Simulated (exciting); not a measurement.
Set up this calculation in exciting (release sodium), as the native input.

```
Task                                     : single point
Functional                               : PBEsol
Potentials or basis                      : all-electron LAPW+lo, shipped species files, valence relativity iora*
rgkmax                                   : 9
k mesh                                   : 7 × 7 × 7
Occupations                              : fermi-dirac, width 0.05 eV
Spin                                     : no spin polarisation
gmaxvr (cutoff of density and potential) : 14 1/bohr
lmaxapw (and lmaxmat)                    : 10
lmaxvr                                   : 8
nempty                                   : 30
Valence relativity                       : iora*
epsengy                                  : 1e-05 Ha
epspot                                   : 1e-05 Ha
maxscl                                   : 60
Muffin-tin radii                         : Au 2.3, Ag 2.3 bohr
```

The system is AgAu3.

```
Au Ag
1.0
     4.12163    0.00000    0.00000
     0.00000    4.12163    0.00000
     0.00000    0.00000    4.12163
Au Ag
3 1
Direct
  0.00000 0.00000 0.50000
  0.00000 0.50000 0.00000
  0.50000 0.00000 0.00000
  0.50000 0.50000 0.50000
```

The cell comes from a database or a generator and needn't be the stable form of this composition.

The input as run:

input.xml

```xml
<input>
  <title>AgAu3</title>
  <structure speciespath="./" tshift="false">
    <crystal scale="1">
      <basevect>7.788754797220 0.000000000000 0.000000000000</basevect>
      <basevect>0.000000000000 7.788754797220 0.000000000000</basevect>
      <basevect>0.000000000000 0.000000000000 7.788754797220</basevect>
    </crystal>
    <species speciesfile="Au.xml" rmt="2.3">
      <atom coord="0.000000000000 0.000000000000 0.500000000000"/>
      <atom coord="0.000000000000 0.500000000000 0.000000000000"/>
      <atom coord="0.500000000000 0.000000000000 0.000000000000"/>
    </species>
    <species speciesfile="Ag.xml" rmt="2.3">
      <atom coord="0.500000000000 0.500000000000 0.500000000000"/>
    </species>
  </structure>
  <groundstate do="fromscratch" ngridk="7 7 7" rgkmax="9" gmaxvr="14" lmaxapw="10" lmaxmat="10" lmaxvr="8" xctype="GGA_PBE_SOL" stype="Fermi Dirac" swidth="0.00183747" nempty="30" ValenceRelativity="iora*" epsengy="1e-05" epspot="1e-05" maxscl="60" tforce="true" outputlevel="normal"/>
</input>
```

Potentials or basis: all-electron LAPW+lo, shipped species files, valence relativity iora*.

Run with:

```bash
$ OMP_NUM_THREADS=1 exciting_smp
```

Results of the run:

The band gap on the k mesh is none (metal or under the smearing width) and the all electrons inside the program's atomic spheres are Au 76.74; Ag 45.22 (radii Au 2.3, Ag 2.3 bohr).

Caveat: the log's total energy holds no entropy term; the free energy is that total less TS from the occupations; the basis of Au and Ba changes in steps between geometries, so energy differences can be off by several meV.

Wall time 5.4 min on 1 thread of Arm Neoverse V2, with other jobs on the host, peak memory 0.2 GiB.
